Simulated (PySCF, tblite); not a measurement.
# C34H20: electronic excitations, NMR shifts

Aim: compute the electronic excitations, NMR shifts of C34H20 (`c1ccc2c(c1)ccc1c2ccc2c1ccc1c3ccc4c5ccccc5ccc4c3ccc21`).

Programs: tblite 0.8.0 and PySCF 2.14.0, with routines of our own; each step states its level. All values are computed. Atoms count from 0.

### Step 1. The system as given

54 atoms, charge 0, multiplicity 1; geometry from: force field, distance geometry or constructed start.

### Step 2. Optimising the geometry with GFN2-xTB

The job: settings as JSON, then the geometry in Å.

```
{"job": {"kind": "relax", "xc": "GFN2-xTB", "basis": "xTB"}, "charge": 0, "multiplicity": 1}
C     -9.018300    -0.700600    -0.274300
C     -8.460000    -0.081800    -1.384200
C     -7.064000     0.077700    -1.447200
C     -6.193000    -0.357400    -0.426700
C     -6.805800    -0.985300     0.694600
C     -8.203600    -1.146500     0.753200
C     -6.015500    -1.442300     1.735300
C     -4.625300    -1.295600     1.705700
C     -3.944200    -0.689400     0.627000
C     -4.754800    -0.217500    -0.442400
C     -4.080500     0.388800    -1.516100
C     -2.691200     0.531100    -1.542800
C     -1.855800     0.083300    -0.500400
C     -2.499300    -0.536200     0.589100
C     -1.666500    -0.979800     1.626900
C     -0.275800    -0.839400     1.601100
C      0.406000    -0.231000     0.525800
C      1.851400    -0.086000     0.491400
C      2.688000    -0.531300     1.532400
C      4.081200    -0.389100     1.503800
C      4.749800     0.220500     0.432700
C      6.191400     0.363300     0.407500
C      7.072600    -0.075500     1.441900
C      8.452500     0.080000     1.363100
C      9.023700     0.701300     0.260900
C      8.194200     1.145000    -0.766100
C      6.805600     0.986400    -0.704700
C      6.015100     1.444600    -1.750200
C      4.629400     1.298700    -1.719000
C      3.948000     0.687800    -0.636800
C      2.505100     0.536200    -0.605800
C      1.662300     0.986200    -1.639500
C      0.272900     0.840200    -1.609500
C     -0.403500     0.231500    -0.534100
H    -10.098400    -0.828900    -0.212400
H     -9.086800     0.272300    -2.191400
H     -6.685000     0.568600    -2.342500
H     -8.658500    -1.624300     1.614700
H     -6.465700    -1.929800     2.603500
H     -4.095900    -1.682800     2.565300
H     -4.619000     0.774700    -2.369100
H     -2.276900     1.013800    -2.421000
H     -2.063300    -1.470300     2.506000
H      0.263500    -1.229400     2.454400
H      2.279100    -1.017700     2.414200
H      4.617000    -0.775500     2.356600
H      6.686500    -0.568400     2.325000
H      9.086900    -0.267600     2.178000
H     10.101200     0.831000     0.196700
H      8.661400     1.627400    -1.628000
H      6.465900     1.918600    -2.613300
H      4.097700     1.687500    -2.577200
H      2.067800     1.471100    -2.522400
H     -0.264300     1.227400    -2.472000
```

Launch:

```console
$ OMP_NUM_THREADS=2 python large_run.py task.json out
```

This one command runs all jobs of the session in turn.

The program printed:

```text
step      E/eV     max force
  0   -2259.39743    2.548
  1   -2259.63386    1.088
  2   -2259.68010    0.325
  3   -2259.69024    0.206
  4   -2259.71223    0.231
  5   -2259.72882    0.275
  6   -2259.75391    0.337
  7   -2259.77831    0.271
  8   -2259.80336    0.247
  9   -2259.82428    0.248
 10   -2259.84229    0.209
 11   -2259.85872    0.190
 12   -2259.87169    0.161
 13   -2259.87969    0.131
 14   -2259.88440    0.101
 15   -2259.88729    0.070
 16   -2259.88899    0.061
 17   -2259.88986    0.047
 18   -2259.89035    0.031
 19   -2259.89069    0.030
 20   -2259.89094    0.032
 21   -2259.89115    0.034
 22   -2259.89137    0.027
 23   -2259.89158    0.024
 24   -2259.89173    0.020
 25   -2259.89184    0.020
```

It took 0.87 s on 2 threads of Arm Neoverse V2, shared host; peak memory 0.19 GiB.

Along the way:

| step | energy from step 0 (eV) | largest force (eV/Å) |
| --- | --- | --- |
| 0 | 0.0000 | 2.5480 |
| 1 | -0.2364 | 1.0877 |
| 2 | -0.2827 | 0.3253 |
| 3 | -0.2928 | 0.2063 |
| 4 | -0.3148 | 0.2311 |
| 5 | -0.3314 | 0.2754 |
| 6 | -0.3565 | 0.3371 |
| 7 | -0.3809 | 0.2704 |
| 8 | -0.4059 | 0.2476 |
| 9 | -0.4268 | 0.2482 |
| 10 | -0.4449 | 0.2095 |
| 11 | -0.4613 | 0.1893 |
| 12 | -0.4743 | 0.1604 |
| 13 | -0.4823 | 0.1311 |
| 15 | -0.4899 | 0.0696 |
| 16 | -0.4916 | 0.0602 |
| 17 | -0.4924 | 0.0465 |
| 18 | -0.4929 | 0.0306 |
| 19 | -0.4933 | 0.0303 |
| 21 | -0.4937 | 0.0341 |
| 22 | -0.4939 | 0.0268 |
| 23 | -0.4941 | 0.0244 |
| 24 | -0.4943 | 0.0199 |
| 25 | -0.4944 | 0.0199 |

Close pairs (by a distance rule), those that changed most:

```csv
bond,before (Å),after (Å),change (Å)
C6–C7,1.398,1.355,-0.044
C18–C19,1.401,1.361,-0.040
C27–C28,1.394,1.355,-0.039
C14–C15,1.398,1.359,-0.039
C31–C32,1.397,1.359,-0.038
C10–C11,1.397,1.361,-0.036
C1–C2,1.406,1.372,-0.035
C4–C6,1.384,1.417,+0.032
```

The final coordinates are the input of the step that follows.

### Step 3. Electronic excitations: TDA PBE0/6-31G*

The job: settings as JSON, then the geometry in Å.

```
{"job": {"kind": "uv", "basis": "6-31G*", "grid": 1, "kgrid": 0, "vcut": 1.5, "nstates": 6, "ntriplets": 2, "tda": true, "delta": ["ip_vertical"], "pop": true, "xc": "PBE0"}, "charge": 0, "multiplicity": 1}
C     -8.889409    -0.687513    -0.271105
C     -8.302768    -0.070118    -1.378477
C     -6.942212     0.091555    -1.449446
C     -6.095262    -0.354535    -0.418720
C     -6.699673    -0.978552     0.698437
C     -8.095337    -1.134121     0.750698
C     -5.879732    -1.440819     1.757439
C     -4.533197    -1.297066     1.720665
C     -3.877597    -0.678347     0.622717
C     -4.662836    -0.206819    -0.448758
C     -3.998485     0.406039    -1.534162
C     -2.645440     0.547362    -1.565026
C     -1.822385     0.088605    -0.511794
C     -2.450976    -0.529657     0.590180
C     -1.625230    -0.988743     1.643415
C     -0.273709    -0.848854     1.614818
C      0.393620    -0.235456     0.529184
C      1.822327    -0.088147     0.499894
C      2.645842    -0.546803     1.552748
C      3.998937    -0.405850     1.521410
C      4.663272     0.206866     0.435875
C      6.095549     0.355181     0.405633
C      6.942531    -0.090397     1.436523
C      8.303150     0.071530     1.365509
C      8.889666     0.688722     0.257739
C      8.095411     1.134962    -0.764109
C      6.699771     0.979003    -0.711747
C      5.879614     1.441226    -1.770470
C      4.533172     1.297809    -1.733176
C      3.877813     0.678781    -0.635212
C      2.451139     0.530092    -0.601964
C      1.625184     0.988900    -1.655086
C      0.273596     0.849171    -1.626702
C     -0.393792     0.235767    -0.541080
H     -9.961498    -0.810210    -0.227008
H     -8.928943     0.282203    -2.185646
H     -6.529612     0.573512    -2.321414
H     -8.530411    -1.614742     1.615839
H     -6.355065    -1.914768     2.604204
H     -3.956178    -1.666373     2.552033
H     -4.568968     0.777972    -2.369967
H     -2.205443     1.025160    -2.425336
H     -2.063438    -1.466981     2.503996
H      0.292040    -1.222589     2.452739
H      2.206119    -1.024799     2.413012
H      4.569206    -0.777494     2.357507
H      6.530081    -0.572078     2.308808
H      8.929683    -0.280937     2.172493
H      9.961959     0.810777     0.212696
H      8.530091     1.614772    -1.630019
H      6.355020     1.915241    -2.617085
H      3.956236     1.666605    -2.564774
H      2.063531     1.467204    -2.515517
H     -0.291824     1.223324    -2.464783
```

Method: TDA PBE0/6-31G*, vertical, gas phase, core orbitals frozen in the response, virtual orbitals cut by energy.

The program printed:

```text
start: PBE on a coarse grid of 46274 points
cycle   1  E = -1306.1740616321  dE =  6.051e+00  |g| = 9.703e-01  |ddm| = 9.899e+00
cycle   2  E = -1306.0833103958  dE =  9.075e-02  |g| = 1.137e+00  |ddm| = 3.006e+00
cycle   3  E = -1306.4461145009  dE = -3.628e-01  |g| = 1.747e-01  |ddm| = 1.790e+00
cycle   4  E = -1306.4505997372  dE = -4.485e-03  |g| = 1.209e-01  |ddm| = 3.695e-01
cycle   5  E = -1306.4553513728  dE = -4.752e-03  |g| = 2.323e-02  |ddm| = 1.915e-01
cycle   6  E = -1306.4554442281  dE = -9.286e-05  |g| = 1.332e-02  |ddm| = 4.037e-02
cycle   7  E = -1306.4554893894  dE = -4.516e-05  |g| = 5.566e-03  |ddm| = 2.179e-02
final grid: 203368 points
cycle   8  E = -1306.2126741360  dE = -1.445e-02  |g| = 5.327e-02  |ddm| = 1.900e+00
cycle   9  E = -1306.2128741704  dE = -2.000e-04  |g| = 4.752e-02  |ddm| = 1.434e-01
cycle  10  E = -1306.2134632645  dE = -5.891e-04  |g| = 1.604e-02  |ddm| = 8.176e-02
cycle  11  E = -1306.2135319920  dE = -6.873e-05  |g| = 4.393e-03  |ddm| = 2.498e-02
cycle  12  E = -1306.2135354260  dE = -3.434e-06  |g| = 1.805e-03  |ddm| = 8.099e-03
cycle  13  E = -1306.2135366667  dE = -1.241e-06  |g| = 5.518e-04  |ddm| = 2.664e-03
cycle  14  E = -1306.2135349733  dE =  1.693e-06  |g| = 1.701e-04  |ddm| = 8.782e-04
cycle  15  E = -1306.2135353714  dE = -3.981e-07  |g| = 4.457e-05  |ddm| = 2.925e-04
converged SCF energy = -1306.2135353714
Vertical ionisation energy (delta-SCF) = 6.6715 eV   <S^2> = 0.761

Static polarisability (au): isotropic 434.858, principal 98.932 347.857 857.786

Singlet excitations
state   eV       nm        f      main configurations
  1   3.5387    350.4   0.01117   H->L+1 0.45, H-1->L 0.28, H->L 0.17
  2   3.6853    336.4   0.35012   H->L 0.65, H->L+1 0.20, H-1->L+1 0.09
  3   3.9138    316.8   0.00000   H-2->L+1 0.36, H-1->L+2 0.30, H-2->L 0.16
  4   4.0178    308.6   0.00000   H->L+2 0.72, H-2->L 0.14
  5   4.1390    299.6   0.00000   H-2->L 0.55, H->L+2 0.17, H-2->L+1 0.13
  6   4.2637    290.8   2.33522   H-1->L+1 0.39, H-1->L 0.33, H->L+1 0.14

Triplet excitations (Tamm-Dancoff, eV): 2.6919 2.9273
```

Wall time 3.8 min (2 threads of Arm Neoverse V2, shared host); peak memory 1.7 GiB.

Frontier orbitals and where they lie:

```csv
orbital,eV,atoms
HOMO−4,-6.72,"C24 10 %, C0 10 %, C3 8 %"
HOMO−3,-6.61,"C31 8 %, C14 8 %, C28 8 %"
HOMO−2,-6.01,"C27 8 %, C6 8 %, C18 6 %"
HOMO−1,-5.97,"C12 7 %, C17 7 %, C30 7 %"
HOMO,-5.62,"C14 8 %, C31 8 %, C11 6 %"
LUMO,-1.36,"C14 8 %, C31 8 %, C16 7 %"
LUMO+1,-1.23,"C17 9 %, C12 9 %, C30 8 %"
LUMO+2,-1.03,"C6 8 %, C27 8 %, C11 6 %"
LUMO+3,-0.56,"C28 8 %, C7 8 %, C31 8 %"
```

With each of the 6 states as a Gaussian band of 0.4 eV half-width at 1/e, the curve within the window shown has maxima at 292 nm (ε 96,000) L/(mol cm). Beyond the last state computed it falls off for lack of states. The curve at chosen wavelengths:

(nm, ε (L/mol/cm)): (272, 53989), (278, 73701), (284, 88789), (290, 95962), (296, 94523), (302, 86207), (308, 74008), (314, 60870), (320, 48843), (326, 38887), (332, 31107), (338, 25143), (344, 20506), (350, 16773), (356, 13657), (362, 10996), (368, 8717), (374, 6787), (380, 5183), (386, 3885), (392, 2859), (398, 2068), (404, 1473), (410, 1034), (416, 717), (422, 491)

Ground-state properties from the same run:

```
           property  computed
  dipole moment (D)      0.00
polarisability (Å³)     64.44
 HOMO–LUMO gap (eV)      4.26
      −ε(HOMO) (eV)      5.62
```

### Step 4. NMR shifts: GIAO KT3/pcSseg-1

Settings changed since step 3:

```diff
@@ -1,2 +1,2 @@
-{"job": {"kind": "uv", "basis": "6-31G*", "grid": 1, "kgrid": 0, "vcut": 1.5, "nstates": 6, "ntriplets": 2, "tda": true, "delta": ["ip_vertical"], "pop": true, "xc": "PBE0"}, "charge": 0, "multiplicity": 1}
+{"job": {"kind": "nmr", "xc": "KT3", "basis": "pcSseg-1", "pop": false}, "charge": 0, "multiplicity": 1}
 C     -8.889409    -0.687513    -0.271105
```

Method: GIAO KT3/pcSseg-1 NMR shielding, non-relativistic, gas phase.

The program printed:

```text
start: PBE on a coarse grid of 46274 points
cycle   1  E = -1305.4048132802  dE =  6.017e+00  |g| = 9.507e-01  |ddm| = 1.034e+01
cycle   2  E = -1305.2930279933  dE =  1.118e-01  |g| = 1.159e+00  |ddm| = 3.962e+00
cycle   3  E = -1305.6611879220  dE = -3.682e-01  |g| = 1.597e-01  |ddm| = 2.348e+00
cycle   4  E = -1305.6642144611  dE = -3.027e-03  |g| = 1.160e-01  |ddm| = 3.611e-01
cycle   5  E = -1305.6685244142  dE = -4.310e-03  |g| = 2.219e-02  |ddm| = 1.994e-01
cycle   6  E = -1305.6686125758  dE = -8.816e-05  |g| = 1.263e-02  |ddm| = 3.833e-02
cycle   7  E = -1305.6686495371  dE = -3.696e-05  |g| = 4.590e-03  |ddm| = 1.990e-02
final grid: 431347 points
cycle   8  E = -1329.4251225702  dE = -7.868e-02  |g| = 2.919e-02  |ddm| = 2.832e+00
cycle   9  E = -1329.4249518396  dE =  1.707e-04  |g| = 3.700e-02  |ddm| = 1.406e-01
cycle  10  E = -1329.4251761097  dE = -2.243e-04  |g| = 2.462e-02  |ddm| = 8.500e-02
cycle  11  E = -1329.4253473949  dE = -1.713e-04  |g| = 5.962e-03  |ddm| = 3.772e-02
cycle  12  E = -1329.4253602927  dE = -1.290e-05  |g| = 1.572e-03  |ddm| = 9.925e-03
cycle  13  E = -1329.4253581747  dE =  2.118e-06  |g| = 6.971e-04  |ddm| = 2.710e-03
cycle  14  E = -1329.4253584313  dE = -2.566e-07  |g| = 1.304e-04  |ddm| = 1.092e-03
cycle  15  E = -1329.4253605088  dE = -2.078e-06  |g| = 9.353e-05  |ddm| = 8.519e-04
converged SCF energy = -1329.4253605088

GIAO shielding tensors (ppm)
atom      isotropic    diamagn.    paramagn.     s11        s22        s33       span
  0 C       64.358     251.491    -187.133    -33.871     54.721    172.224    206.095
  1 C       64.261     242.002    -177.741    -34.048     55.973    170.858    204.906
  2 C       68.511     239.779    -171.268    -26.286     56.782    175.038    201.324
  3 C       62.575     231.986    -169.412     -8.607     14.835    181.496    190.103
  4 C       60.726     254.613    -193.887     -8.582      2.068    188.691    197.273
  5 C       62.092     224.817    -162.725    -28.368     57.687    156.956    185.324
  6 C       62.619     249.280    -186.661    -26.747     61.892    152.712    179.458
  7 C       69.714     247.047    -177.333    -24.654     61.869    171.928    196.582
  8 C       64.347     237.909    -173.562     -2.235     14.712    180.564    182.799
  9 C       64.386     260.447    -196.061     -5.037     15.940    182.255    187.292
 10 C       69.588     258.244    -188.656    -24.716     60.964    172.517    197.233
 11 C       69.552     255.198    -185.645    -24.467     61.050    172.073    196.540
 12 C       64.222     245.868    -181.646     -3.758     14.441    181.983    185.740
 13 C       64.339     257.744    -193.404     -2.906     13.607    182.317    185.223
 14 C       69.307     258.074    -188.767    -24.777     61.136    171.561    196.337
 15 C       69.363     257.296    -187.933    -24.782     61.403    171.468    196.250
 16 C       64.442     252.773    -188.332     -3.471     14.836    181.959    185.429
 17 C       64.215     245.863    -181.648     -3.812     14.475    181.982    185.793
 18 C       69.548     255.236    -185.688    -24.465     61.023    172.085    196.549
 19 C       69.598     258.258    -188.660    -24.691     60.980    172.504    197.195
 20 C       64.391     260.503    -196.112     -5.028     15.930    182.270    187.298
 21 C       62.585     231.992    -169.407     -8.598     14.849    181.503    190.101
 22 C       68.494     239.827    -171.333    -26.311     56.771    175.022    201.334
 23 C       64.236     241.996    -177.761    -34.063     55.942    170.829    204.892
 24 C       64.335     251.486    -187.151    -33.885     54.699    172.191    206.076
 25 C       62.074     224.838    -162.764    -28.387     57.689    156.919    185.305
 26 C       60.727     254.590    -193.863     -8.578      2.060    188.698    197.276
 27 C       62.633     249.248    -186.616    -26.724     61.904    152.718    179.443
 28 C       69.745     247.015    -177.270    -24.597     61.880    171.952    196.549
 29 C       64.348     237.846    -173.498     -2.247     14.744    180.548    182.795
 30 C       64.333     257.719    -193.385     -2.968     13.637    182.331    185.298
 31 C       69.276     258.036    -188.761    -24.815     61.091    171.552    196.368
 32 C       69.360     257.266    -187.905    -24.781     61.430    171.432    196.214
 33 C       64.434     252.773    -188.338     -3.460     14.786    181.978    185.438
 34 H       24.010      20.345       3.665     19.525     25.625     26.880      7.355
 35 H       23.906      25.012      -1.106     18.978     25.352     27.389      8.411
 36 H       22.777      37.209     -14.432     14.968     23.837     29.526     14.559
 37 H       23.762      27.376      -3.613     18.425     24.641     28.222      9.797
 38 H       23.691      34.790     -11.099     17.639     25.038     28.396     10.757
 39 H       22.725      39.049     -16.324     14.130     24.130     29.915     15.785
 40 H       22.608      38.229     -15.621     13.871     24.262     29.692     15.821
 41 H       22.502      40.185     -17.683     13.426     24.110     29.970     16.544
 42 H       22.546      39.356     -16.810     13.501     24.141     29.996     16.495
 43 H       22.501      40.022     -17.522     13.368     24.124     30.009     16.641
 44 H       22.505      40.197     -17.692     13.431     24.114     29.970     16.539
 45 H       22.609      38.241     -15.631     13.871     24.264     29.693     15.822
 46 H       22.775      37.220     -14.445     14.966     23.835     29.525     14.559
 47 H       23.904      25.029      -1.125     18.976     25.350     27.385      8.409
 48 H       24.007      20.337       3.669     19.521     25.622     26.877      7.356
 49 H       23.760      27.364      -3.604     18.422     24.638     28.220      9.798
 50 H       23.692      34.769     -11.077     17.641     25.040     28.397     10.756
 51 H       22.727      39.037     -16.310     14.131     24.134     29.916     15.784
 52 H       22.547      39.345     -16.798     13.499     24.142     30.001     16.501
 53 H       22.499      40.011     -17.512     13.364     24.122     30.009     16.645
```

Wall time 54 s (2 threads of Arm Neoverse V2, shared host); peak memory 1.4 GiB.

The references, computed at this level on geometries of the same kind, shield at (ppm): 1H TMS 31.76, 13C TMS 184.7. Their shielding less the atom's gives the shift. The references are single molecules in the gas phase. Atoms listed in one row are averaged.

```
   atoms                  environment  σ (ppm)  δ (ppm)
 C4, C26  ring-fusion aromatic carbon     60.7    124.0
 C5, C25                  aromatic CH     62.1    122.6
 C3, C21  ring-fusion aromatic carbon     62.6    122.1
 C6, C27                  aromatic CH     62.6    122.1
C12, C17  ring-fusion aromatic carbon     64.2    120.5
 C1, C23                  aromatic CH     64.2    120.5
C13, C30  ring-fusion aromatic carbon     64.3    120.4
 C0, C24                  aromatic CH     64.3    120.4
 C8, C29  ring-fusion aromatic carbon     64.3    120.4
 C9, C20  ring-fusion aromatic carbon     64.4    120.3
C16, C33  ring-fusion aromatic carbon     64.4    120.3
 C2, C22                  aromatic CH     68.5    116.2
C14, C31                  aromatic CH     69.3    115.4
C15, C32                  aromatic CH     69.4    115.4
C11, C18                  aromatic CH     69.6    115.2
C10, C19                  aromatic CH     69.6    115.1
 C7, C28                  aromatic CH     69.7    115.0
H43, H53   hydrogen on an aromatic CH    22.50     9.26
H41, H44   hydrogen on an aromatic CH    22.50     9.26
H42, H52   hydrogen on an aromatic CH    22.55     9.21
H40, H45   hydrogen on an aromatic CH    22.61     9.15
H39, H51   hydrogen on an aromatic CH    22.73     9.03
H36, H46   hydrogen on an aromatic CH    22.78     8.98
H38, H50   hydrogen on an aromatic CH    23.69     8.07
H37, H49   hydrogen on an aromatic CH    23.76     8.00
H35, H47   hydrogen on an aromatic CH    23.91     7.85
H34, H48   hydrogen on an aromatic CH    24.01     7.75
```

Ring of atoms C0, C1, C2, C3, C4, C5: NICS(0) -8.9, NICS(1) -11.4, NICS(1)zz -28.1 ppm (means of both faces).

Ring of atoms C3, C4, C6, C7, C8, C9: NICS(0) -6.3, NICS(1) -9.4, NICS(1)zz -21.1 ppm (means of both faces).

Ring of atoms C8, C9, C10, C11, C12, C13: NICS(0) -7.0, NICS(1) -10.1, NICS(1)zz -22.8 ppm (means of both faces).

### Step 5. Outcome

| quantity | value |
| --- | --- |
| lowest singlet (PBE0/6-31G*) | 3.54 eV (350 nm), f = 0.011 |
| brightest single state of those computed | state 6, 4.26 eV, f = 2.335 |
| lowest triplet | 2.69 eV |
| 13C shifts against TMS (KT3/pcSseg-1, means over atoms taken as alike) | 124.0, 122.6, 122.1, 122.1, 120.5, 120.5, 120.4, 120.4, 120.4, 120.3, 120.3, 116.2, 115.4, 115.4 ppm and more |
| 1H shifts against TMS (KT3/pcSseg-1, means over atoms taken as alike) | 9.26, 9.26, 9.21, 9.15, 9.03, 8.98, 8.07, 8.00, 7.85, 7.75 ppm |

The lowest singlet, at 3.54 eV, is HOMO→LUMO+1 0.45, HOMO−1→LUMO 0.28 and is weak; of the 6 states computed, the strongest absorption comes from state 6 at 4.26 eV (the last computed, so partners may be missing). The lowest triplet lies 0.85 eV below the lowest singlet. NICS(1)zz of -28 ppm above the planar ring from C0 marks a diatropic (aromatic) ring current. NICS(1)zz of -21 ppm above the planar ring from C3 marks a diatropic (aromatic) ring current. NICS(1)zz of -23 ppm above the planar ring from C8 marks a diatropic (aromatic) ring current.
